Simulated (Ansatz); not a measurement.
# CoSi2: the cost of one run

Computed with Ansatz 0.2.0 (DFT PBEsol, scalar-relativistic, plane waves, PAW, unless a step's input says otherwise).

27 further runs of the same task are left out: 27 set aside as unsound or not needed.

**1. The structure to begin with**

The structure is cubic, space group Fm-3m (No. 225). Conventional cell: a = 5.517 Å, b = 5.517 Å, c = 5.517 Å, α = 90.00°, β = 90.00°, γ = 90.00°. Co (site symmetry m-3m) is surrounded by 8 Si at 2.39 Å. Si (site symmetry -43m) is surrounded by 4 Co at 2.39 Å.

As a file:

```
CELL_PARAMETERS angstrom
0.00000 2.75860 2.75860
2.75860 0.00000 2.75860
2.75860 2.75860 0.00000
ATOMIC_POSITIONS crystal
Co 0.00000 0.00000 0.00000
Si 0.25000 0.25000 0.25000
Si 0.75000 0.75000 0.75000
```

**2. Volume 13.995 Å³ an atom, total moment held at 0.275 muB a cell**

input.yaml reads:

```yaml
crystal:
  lattice:
    - [0.0, 2.7585956939, 2.7585956939]
    - [2.7585956939, 0.0, 2.7585956939]
    - [2.7585956939, 2.7585956939, 0.0]
  atoms:
    - { symbol: Co, position: [0.0, 0.0, 0.0], spin: 0.275 }
    - { symbol: Si, position: [0.25, 0.25, 0.25] }
    - { symbol: Si, position: [0.75, 0.75, 0.75] }
basis:
  ecutwfc: 520.0
kpoints:
  mp_grid: { grid: [14, 14, 14] }
hamiltonian:
  xc: pbesol
  pseudopotentials: { kind: paw, azcp: { folder: soft_1 } }
scf:
  occupations: { method: gaussian, width: 0.15 }
  lower_state_search: "off"
output:
  forces: true
  stress: true
  eigenvalues: true
  populations: true
magnetization:
  spin_polarized: true
  initial_magnetization: 0.275
  spin_locking: { lock_magnetization: hard }
```

On the command line:

```
ansatz run input.yaml --threads 2 --pin off --max-ram 4096MiB --backend cpu --events-out ev --progress --plain --runs-dir out
```

Q: Estimate wall time and peak memory on 2 threads of Arm Neoverse N1, shared host.

About 15 s, with a peak of 0.43 GiB.
